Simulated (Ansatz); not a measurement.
# UPBE0/def2-SVPD run of C2H2FSi (SMILES C#C[SiH]F)

Aim: the vertical electron affinity of C2H2FSi at UPBE0/def2-SVPD, from 2 runs. 

The results are computed with Ansatz 0.2.0.

46 further runs of the same task are left out: 46 set aside as unsound or not needed.

### 1 The system as given

C2H2FSi has 6 atoms, charge 0, and is taken as a doublet. SMILES: `C#C[SiH]F`. Geometry: relaxed at PBE0-D4/def2-TZVP.

Bond lengths: C1–C2 1.209 Å, C2–Si3 1.806 Å, Si3–F4 1.599 Å, C1–H5 1.066 Å, Si3–H6 1.485 Å. Angles: C1–C2–Si3 173.2°, C2–Si3–F4 109.8°, C2–C1–H5 179.1°, C2–Si3–H6 111.2°, F4–Si3–H6 108.3°.

### 2 A single-point energy at UPBE0/def2-SVPD

File molecule.yaml:

```yaml
crystal:
  periodic: [false, false, false]
  atoms:
    - {symbol: C, position_ang: [0.118100, -0.680000, -1.605700]}
    - {symbol: C, position_ang: [0.120400, -0.213700, -0.490100]}
    - {symbol: Si, position_ang: [0.338300, 0.466700, 1.168800]}
    - {symbol: F, position_ang: [-0.478000, -0.412300, 2.226800]}
    - {symbol: H, position_ang: [0.100300, -1.089200, -2.590300]}
    - {symbol: H, position_ang: [-0.157100, 1.864400, 1.244300]}
basis:
  gaussian:
    orbitals: def2-SVPD
hamiltonian:
  xc: pbe0
accuracy: high
magnetization:
  spin_polarized: true
  initial_magnetization: 1
output:
  orbitals: {seedname: orbitals}
```

On the command line:

```console
$ ansatz run molecule.yaml --threads 1 --pin off --max-ram 3480MiB --events-out events.jsonl --progress --plain --runs-dir runs
```

Standard output:

```text
Warning: RAYON_NUM_THREADS=1 ignored (pool sized by the plan → 1); use --threads N
Functional definition: PBE0
  name "PBE0"
  parameter a = 0.25
  parameter kappa = 0.804
  parameter beta = 0.06672455060314922
  exchange = (1 - a)*pbe_x(kappa = kappa, mu = beta*pi^2/3) + a*exact_x
  correlation = pbe_c(beta = beta)
1967 factors; integrals over basis functions are off by at most 3.7e-9 eV
mean field evaluation 1: about -12678.7219 eV, gradient 3.4e1 eV
mean field evaluation 2: about -12668.6783 eV, gradient 5.4e1 eV
mean field evaluation 4: about -12684.3364 eV, gradient 8.2e0 eV
mean field evaluation 8: about -12684.8038 eV, gradient 7.8e-1 eV
mean field evaluation 16: about -12684.8067 eV, gradient 6.6e-4 eV
mean field evaluation 32: about -12684.8067 eV, gradient 9.1e-8 eV
mean field -12684.80670874 eV, -466.1580484755 hartree, gradient 9.1e-8 eV, S^2 0.754816; 0 other end points of the search recorded, 0 dependent functions left out
reference -12684.80671170 eV, -466.1580485843 hartree; 19, 18 occupied and 84, 85 virtual orbitals, 1967 factors
Total energy: -12684.80671170 eV, -466.1580485843 hartree
```

It took 15 s on 1 thread of Arm Neoverse V1, shared host; peak memory 0.42 GiB.

### 3 The singlet anion, same level

File input.yaml:

```yaml
crystal:
  periodic: [false, false, false]
  atoms:
    - {symbol: C, position_ang: [0.118100, -0.680000, -1.605700]}
    - {symbol: C, position_ang: [0.120400, -0.213700, -0.490100]}
    - {symbol: Si, position_ang: [0.338300, 0.466700, 1.168800]}
    - {symbol: F, position_ang: [-0.478000, -0.412300, 2.226800]}
    - {symbol: H, position_ang: [0.100300, -1.089200, -2.590300]}
    - {symbol: H, position_ang: [-0.157100, 1.864400, 1.244300]}
basis:
  gaussian:
    orbitals: def2-SVPD
total_charge: -1
hamiltonian:
  xc: {name: PBE0}
accuracy: high
output: {orbitals: {seedname: orbitals}}
```

On the command line:

```console
$ ansatz run input.yaml --threads 1 --pin off --max-ram 3480MiB --events-out events.jsonl --progress --plain --runs-dir runs
```

Standard output:

```text
Warning: RAYON_NUM_THREADS=1 ignored (pool sized by the plan → 1); use --threads N
Functional definition: PBE0
  name "PBE0"
  parameter a = 0.25
  parameter kappa = 0.804
  parameter beta = 0.06672455060314922
  exchange = (1 - a)*pbe_x(kappa = kappa, mu = beta*pi^2/3) + a*exact_x
  correlation = pbe_c(beta = beta)
1968 factors; integrals over basis functions are off by at most 3.7e-9 eV
mean field evaluation 1: about -12683.1551 eV, gradient 3.1e1 eV
mean field evaluation 2: about -12681.1597 eV, gradient 4.1e1 eV
mean field evaluation 4: about -12685.5681 eV, gradient 4.5e0 eV
mean field evaluation 8: about -12685.7507 eV, gradient 3.2e-1 eV
mean field evaluation 16: about -12685.7511 eV, gradient 1.3e-4 eV
mean field -12685.75105876 eV, -466.1927526985 hartree, gradient 3.7e-8 eV, S^2 0.000000; 0 other end points of the search recorded, 0 dependent functions left out
reference -12685.75106177 eV, -466.1927528091 hartree; 19, 19 occupied and 84, 84 virtual orbitals, 1968 factors
Total energy: -12685.75106177 eV, -466.1927528091 hartree
```

Run time: 8.7 s. Hardware: 1 thread of Arm Neoverse V1, shared host; peak memory 0.32 GiB.

### 4 Summary of results

Level: UPBE0/def2-SVPD.

| quantity | value |
| --- | --- |
| doublet C2H2FSi: total energy | -466.15805 Eh |
| doublet C2H2FSi: HOMO energy (highest over α and β) | -6.48 eV |
| doublet C2H2FSi: LUMO energy (lowest over α and β) | -2.76 eV |
| doublet C2H2FSi: ⟨S²⟩ | 0.755 |
| singlet anion: total energy | -466.19275 Eh |
| singlet anion: HOMO energy | 0.92 eV |
| singlet anion: LUMO energy | 4.51 eV |
| singlet anion: HOMO–LUMO gap (to an unbound level, set by the basis) | 3.58 eV |
| vertical electron affinity (to the singlet anion) | 0.944 eV |

In words: At fixed nuclei the extra electron is bound by 0.94 eV (91.1 kJ/mol). The HOMO (singlet anion) lies at positive energy, 0.92 eV; only total energies tell whether the electron is bound.
